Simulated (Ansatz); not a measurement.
**NbOF₃: up Jacob's ladder to CCSD(T)**

An exercise on one series of results from a longer session: the logs are not shown, and one member is left open.

Method: functionals in def2-TZVPP, the program's frozen cores in correlated methods; program: Ansatz 0.2.0, Gaussian basis.

Levels to be run: LDA (SPW92), PBE-D4, revPBE-D4, BLYP-D4, r2SCAN-D4, B97M-V, PBE0-D4, B3LYP-D4, r2SCANh-D4, r2SCAN0-D4, HSE06-D4, BHLYP-D4, CAM-B3LYP-D4, LC-ωPBE, ωB97X-V, ωB97M-V, B2PLYP, PBE-QIDH; CCSD(T)/def2-SVP; CCSD(T)/def2-TZVPP; MP2/def2-QZVPP; extrapolation to the limit; RPA on PBE.

## The geometry

The geometry comes from an earlier relaxation with PBE0-D4 in a triple-zeta def2 set; it is a stationary point. Nb takes the def2 core potential; no spin-orbit term is included.

SMILES `[O]=[Nb]([F])([F])[F]`, 5 atoms, charge 0, spin multiplicity 1.

Atoms are counted from 1 here; the program's logs count them from 0.

Bond lengths: O1–Nb2 1.681 Å, Nb2–F3 1.856 Å, Nb2–F4 1.856 Å, Nb2–F5 1.856 Å. Angles: O1–Nb2–F3 107.8°, O1–Nb2–F4 107.8°, O1–Nb2–F5 107.8°, F3–Nb2–F4 111.1°, F3–Nb2–F5 111.1°, F4–Nb2–F5 111.1°.

The first run:

in.yaml reads:

```yaml
crystal:
  periodic: [false, false, false]
  atoms:
    - {symbol: O, position_ang: [0.515855, -0.924237, 1.316799]}
    - {symbol: Nb, position_ang: [0.011251, -0.017051, -0.004901]}
    - {symbol: F, position_ang: [-1.353745, 1.104467, 0.564612]}
    - {symbol: F, position_ang: [-0.591743, -1.196169, -1.305451]}
    - {symbol: F, position_ang: [1.468282, 0.959290, -0.612460]}
basis:
  gaussian: {orbitals: def2-TZVPP}
hamiltonian: {xc: lda}
output: {orbitals: {seedname: orbitals}}
```

Run with:

```
$ ansatz run in.yaml --threads 4 --pin off --events-out ev --progress --plain --max-ram 10444MiB
```

Steps of the session up to this table: LDA; PBE-D4 (GGA); revPBE-D4 (GGA); BLYP-D4 (GGA); r2SCAN-D4 (meta-GGA); B97M-V (meta-GGA); B3LYP-D4 (hybrid); r2SCANh-D4 (hybrid); r2SCAN0-D4 (hybrid); HSE06-D4 (hybrid); BHLYP-D4 (hybrid); CAM-B3LYP-D4 (range-separated); LC-ωPBE (range-separated); ωB97X-V (range-separated); ωB97M-V (range-separated); B2PLYP (double hybrid); PBE-QIDH (double hybrid).

One of the session's tables, all rows but one given; the rest of the session is left out.

It belongs to the step «Orbital energies across the functionals». 

| functional | HOMO (eV) | LUMO (eV) | gap (eV) |
| --- | --- | --- | --- |
| LDA (SPW92) | ? | ? | ? |
| PBE-D4 | -8.93 | -3.04 | 5.90 |
| revPBE-D4 | -8.83 | -2.91 | 5.92 |
| BLYP-D4 | -8.84 | -2.99 | 5.85 |
| r2SCAN-D4 | -9.33 | -2.96 | 6.38 |
| B97M-V | -9.36 | -2.92 | 6.44 |
| PBE0-D4 | -10.66 | -2.22 | 8.43 |
| B3LYP-D4 | -10.38 | -2.52 | 7.87 |
| r2SCANh-D4 | -9.98 | -2.65 | 7.33 |
| r2SCAN0-D4 | -10.94 | -2.17 | 8.77 |
| HSE06-D4 | -10.24 | -2.61 | 7.64 |
| BHLYP-D4 | -12.27 | -1.31 | 10.97 |
| CAM-B3LYP-D4 | -12.16 | -1.11 | 11.04 |
| LC-ωPBE | -13.49 | 0.24 | 13.73 |
| ωB97X-V | -13.12 | 0.12 | 13.25 |
| ωB97M-V | -13.06 | 0.07 | 13.13 |

**Question.** Estimate the row for LDA (SPW92).

The run gave: HOMO (eV): -9.22; LUMO (eV): -3.35; gap (eV): 5.87. In the column «HOMO (eV)» it lies between r2SCAN-D4 (-9.33) and PBE-D4 (-8.93).
